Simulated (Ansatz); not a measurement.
# Ag: the cost of one run

Program: Ansatz 0.2.0. Level of theory: DFT LDA, scalar-relativistic. These are calculated values, not measurements.

### 1 The starting structure

The structure is hexagonal, space group P6_3/mmc (No. 194). The conventional cell has a = 2.886 Å, b = 2.886 Å, c = 10.000 Å, α = 90.00°, β = 90.00°, γ = 120.00°. Ag (site symmetry -6m2) is surrounded by 12 Ag at 2.89 to 3.00 Å. Around Ag (site symmetry -3m) lie 12 Ag at 2.89 to 3.00 Å.

Coordinates:

```
Ag
1.0
     2.88620    0.00000    0.00000
    -1.44310    2.49952    0.00000
     0.00000    0.00000   10.00000
Ag
4
Direct
  0.33333 0.66667 0.25000
  0.66667 0.33333 0.75000
  0.00000 0.00000 0.00000
  0.00000 0.00000 0.50000
```

Atoms are numbered in the order of the input: Ag1, Ag2, Ag3, Ag4.

### 2 The deformed structure

Space group P6_3/mmc before, P6_3/mmc after.

### 3 Full-potential LAPW

input.yaml

```yaml
crystal:
  lattice:
    - [2.7996129413, 0.0, 0.0]
    - [-1.3998064707, 2.424535928, 0.0]
    - [0.0, 0.0, 10.0]
  atoms:
    - { symbol: Ag, position: [0.3333333333, 0.6666666667, 0.25] }
    - { symbol: Ag, position: [0.6666666667, 0.3333333333, 0.75] }
    - { symbol: Ag, position: [0.0, 0.0, 0.0] }
    - { symbol: Ag, position: [0.0, 0.0, 0.5] }
kpoints:
  mp_grid: { grid: [14, 14, 4] }
  band_path:
    path:
      - [0.0, 0.0, 0.0]
      - [0.5, 0.0, 0.0]
      - [0.3333333333, 0.3333333333, 0.0]
      - [0.0, 0.0, 0.0]
      - [0.0, 0.0, 0.5]
      - [0.5, 0.0, 0.5]
      - [0.3333333333, 0.3333333333, 0.5]
      - [0.0, 0.0, 0.5]
      - [0.5, 0.0, 0.5]
    npoints: 5
scf:
  occupations: { method: fermi_dirac, width: 0.08 }
hamiltonian:
  xc: lda
  pseudopotentials: { kind: all_electron, lapw: { basis_error: 0.0005 } }
output:
  forces: true
  stress: true
  eigenvalues: true
```

Run with:

```bash
> ansatz run input.yaml --threads 1 --pin off --max-ram 6144MiB --backend cpu --events-out ev --progress --plain --runs-dir out
```

What time and memory should one allow on 1 thread of Arm Neoverse V1, shared host?

About 2.3 min, with a peak of 0.85 GiB.
